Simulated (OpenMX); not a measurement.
AlSn, 2 atoms in the cell. The structure is hexagonal, space group P-6m2 (No. 187). Conventional cell: a = 4.253 Å, b = 4.253 Å, c = 3.350 Å, α = 90.00°, β = 90.00°, γ = 120.00°. Sn (site symmetry -6m2) is surrounded by 6 Al at 2.97 Å and 2 Sn at 3.35 Å. Around Al (site symmetry -6m2) lie 6 Sn at 2.97 Å and 2 Al at 3.35 Å. The cell comes from a database or a generator and needn't be the stable form of this composition.

```yaml
Program: OpenMX 3.8.5
Task: single point
Functional: PBE
Potentials_or_basis: OpenMX 2013 PBE set, Sn7.0-s3p2d2, Al7.0-s2p2d1, grid cutoff 500 Ry
k_mesh: 5 × 5 × 7
Occupations: fermi-dirac, width 0.05 eV
Spin: no spin polarisation
Mixing_scheme: rmm-diisk
SCF_threshold: 1e-08 Ha
Solver: band
Max_SCF_cycles: 100
```

Potentials or basis: OpenMX 2013 PBE set, Sn7.0-s3p2d2, Al7.0-s2p2d1, grid cutoff 500 Ry.

Run with:

```sh
$ openmx AlSn.dat -nt 1 > AlSn.std
```

Hardware: 1 thread of Intel(R) Xeon(R) Processor @ 2.50GHz (Skylake/Cascade Lake), with other jobs on the host.

Task: Estimate the wall time of this run.

Result: It took 2.6 min on 1 thread of Intel(R) Xeon(R) Processor @ 2.50GHz (Skylake/Cascade Lake) (shared host), peak memory 0.85 GiB. Counts: k points 88, basis 32, scf iterations 16.
